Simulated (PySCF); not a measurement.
# C8H20GeO2 (Ge(OtBu)2H2): the cost of one run

The runs use PySCF 2.14.0, with density-fitted response routines of our own; the level of theory stands in each step. All values are computed, except where a source is named. Atoms count from 0, in the outputs and in this text.

## Step 1: Starting geometry

31 atoms, charge 0, multiplicity 1; geometry from: GFN2-xTB. The atoms were then displaced at random by about 0.03 Å, so the start is not that level's minimum.

Bonds of the start (Å): Ge0–O1 1.69, Ge0–O15 1.65, Ge0–H29 1.67, Ge0–H30 1.52, O1–C2 1.43, C2–C3 1.42, C2–C4 1.56, C2–C5 1.52, C3–H6 1.14, C3–H7 1.12, C3–H8 1.03, C4–H9 1.08, C4–H10 1.14, C4–H11 1.12, C5–H12 1.15, C5–H13 1.06, C5–H14 1.09, O15–C16 1.44, C16–C17 1.51, C16–C18 1.52, C16–C19 1.55, C17–H20 1.12, C17–H21 1.06, C17–H22 1.08, C18–H23 1.11, C18–H24 1.12, C18–H25 1.03, C19–H26 1.03, C19–H27 1.12, C19–H28 1.17.

## Step 2: Optimising the geometry at PBE0-D3(BJ)/def2-SVP

Job settings and geometry (Å):

```
{"job": {"xc": "PBE0", "basis": "def2-SVP", "d3": "d3bj", "grid": 1, "maxiter": 40, "shake": 0.03, "kind": "geom"}, "charge": 0, "multiplicity": 1}
Ge    -0.612580     0.106950    -0.479880
O     -0.521870     0.041890     1.210280
C     -1.490590     0.102050     2.260060
C     -2.271950    -1.088500     2.224020
C     -0.598960     0.042720     3.534740
C     -2.251510     1.419590     2.231870
H     -2.992520    -1.114230     3.106130
H     -2.936670    -1.029340     1.320110
H     -1.795670    -1.997190     2.267120
H     -0.010230    -0.857750     3.613770
H     -1.256350     0.086040     4.470870
H      0.107760     0.911950     3.606860
H     -2.941690     1.451130     1.312480
H     -1.614810     2.265590     2.232980
H     -2.894870     1.452940     3.113640
O      0.991160     0.013520    -0.850220
C      1.697750    -0.111070    -2.103420
C      1.259650     0.983790    -3.049220
C      3.170900    -0.040140    -1.738610
C      1.344880    -1.490530    -2.713310
H      1.843030     0.924930    -3.997610
H      0.260330     0.793800    -3.362640
H      1.445170     1.969640    -2.656300
H      3.347230     0.960870    -1.305120
H      3.839030    -0.150660    -2.626340
H      3.419870    -0.748290    -1.034200
H      0.353510    -1.646590    -2.931630
H      1.692040    -2.274400    -1.985800
H      2.023640    -1.659310    -3.653060
H     -1.198220     1.593230    -0.958540
H     -1.568870    -0.923360    -1.065550
```

Run with:

```sh
> OMP_NUM_THREADS=2 python probes_run.py task.json out
```

One launch serves the whole session: the jobs run in the order shown.

Q: Estimate the wall time and peak memory of this first job on 2 threads of Intel Xeon Platinum 8488C, shared host.

About 19 min, with a peak of 1.9 GiB.
